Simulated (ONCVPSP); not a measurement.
**An ONCV potential for As, from input to tests**

Task: generate the file, and judge it by its errors in other configurations, its logarithmic derivatives, its ghosts and its cutoff.

Program: ONCVPSP 4.0.1.1 (patched build). Reference atom: PBE, scalar-relativistic, spherical and spin-unpolarised. All values are calculated.

15 further runs of the same task are left out: 3 that didn't finish, 12 set aside as unsound or not needed.

## (1) The atom and the settings

The settings as typed:

| Item | Value |
| --- | --- |
| element | arsenic (As, Z = 33) |
| type | optimised norm-conserving Vanderbilt (ONCV) |
| frozen core | [Ne] 3s2 |
| valence charge | 21 |
| reference configuration | 3p6 3d10 4s2 4p3 |
| partial waves | 4s: rc 1.80 bohr, ncon 3, nbas 6, qcut 3.8 1/bohr, 2 projectors, debl 3.9 Ha; 3p+4p: rc 0.85 bohr, ncon 4, nbas 8, qcut 16.6 1/bohr, 2 projectors; 3d: rc 0.70 bohr, ncon 4, nbas 9, qcut 25.7 1/bohr, 2 projectors, debl 2.7 Ha; f scattering state at 0.45 Ha: rc 1.90 bohr, ncon 3, nbas 6, qcut 6.4 1/bohr, 1 projector |
| local potential | polynomial inside 0.50 bohr (lpopt 5, dvloc0 0 Ha) |
| core correction | polynomial model core, fcfact 0.45 |

The nodes and maxima of the atom's own shells, from an earlier all-electron run, set the scale for the radii.

All-electron outer shells of the reference configuration (PBE, scalar-relativistic, ld1.x):

| shell | level (eV) | outermost node (bohr) | outermost maximum (bohr) |
| --- | --- | --- | --- |
| 2p | -1303.65 | – | 0.14 |
| 3s | -190.31 | 0.25 | 0.52 |
| 3p | -133.68 | 0.22 | 0.52 |
| 3d | -40.65 | – | 0.47 |
| 4s | -14.49 | 0.73 | 1.61 |
| 4p | -5.19 | 0.78 | 2.00 |

## (2) Generation

File As.dat:

```
# ATOM AND REFERENCE CONFIGURATION
# atsym  z   nc   nv     iexc    psfile
  As 33.00    4    4        4      upf
#
#   n    l    f
    1    0    2.00
    2    0    2.00
    2    1    6.00
    3    0    2.00
    3    1    6.00
    3    2   10.00
    4    0    2.00
    4    1    3.00
#
# PSEUDOPOTENTIAL AND OPTIMIZATION
# lmax
    3
#
#   l,   rc,      ep,       ncon, nbas, qcut
    0    1.80    0.00    3    6    3.80
    1    0.85    0.00    4    8   16.60
    2    0.70    0.00    4    9   25.70
    3    1.90    0.45    3    6    6.40
#
# LOCAL POTENTIAL
# lloc, lpopt,  rc(5),   dvloc0
    4    5    0.50    0.00
#
# VANDERBILT-KLEINMAN-BYLANDER PROJECTORs
# l, nproj, debl
    0    2    3.90
    1    2    2.00
    2    2    2.70
    3    1    3.40
#
# MODEL CORE CHARGE
# icmod, fcfact, rcfact
    1    0.45    0.00
#
# LOG DERIVATIVE ANALYSIS
# epsh1, epsh2, depsh
   -6.00    5.00    0.04
#
# OUTPUT GRID
# rlmax, drl
    6.00    0.01
#
# TEST CONFIGURATIONS
# ncnf
    4
# nvcnf
#   n    l    f
    4
    3    1    6.00
    3    2   10.00
    4    0    2.00
    4    1    2.00
#
    4
    3    1    6.00
    3    2   10.00
    4    0    2.00
    4    1    1.00
#
    4
    3    1    6.00
    3    2   10.00
    4    0    2.00
    4    1    0.00
#
    4
    3    1    6.00
    3    2   10.00
    4    0    1.00
    4    1    3.00
#
```

Command:

```console
oncvpsp.x < As.dat > As.out
```

What does the calculation give? Wanted: cutoffs for 1 and 0.1 mHa per electron, occupied waves; bound ghosts; GHOST(+) flags; largest test error; largest phase difference near zero energy, channels read; rms error of d²Exc/dn², without and with the model core.

The runs gave:

| quantity | value |
| --- | --- |
| cutoffs for 1 and 0.1 mHa per electron, occupied waves | 226 Ha and 259 Ha |
| bound ghosts | s at -452.13 eV |
| GHOST(+) flags | s at 172 eV, f at 30 eV |
| largest test error (AE − PS) | -13 meV, for 3p6 3d10 4s1 4p3 |
| largest phase difference near zero energy, channels read | 0.001 rad |
| rms error of d²Exc/dn², without and with the model core | 3.32 and 0.98 mHa |

What this shows: A bound ghost (s) makes it unfit for use: electrons can fall into a state that the atom doesn't have. The worst unpolarised test, 3p6 3d10 4s1 4p3, is off by 13 meV on 19.3 eV; by total energies transferability rates as good. Atomic tests can pass in spite of a ghost, since they solve only for the levels asked. The potential is very hard: the looser tolerance needs 226 Ha. At the looser tolerance the 3d wave is the slowest; 3p needs 64 Ha. Near zero energy the phases of the channels with partial waves agree within 0.001 rad. The program also flags highly localised states, GHOST(+) (s, f).
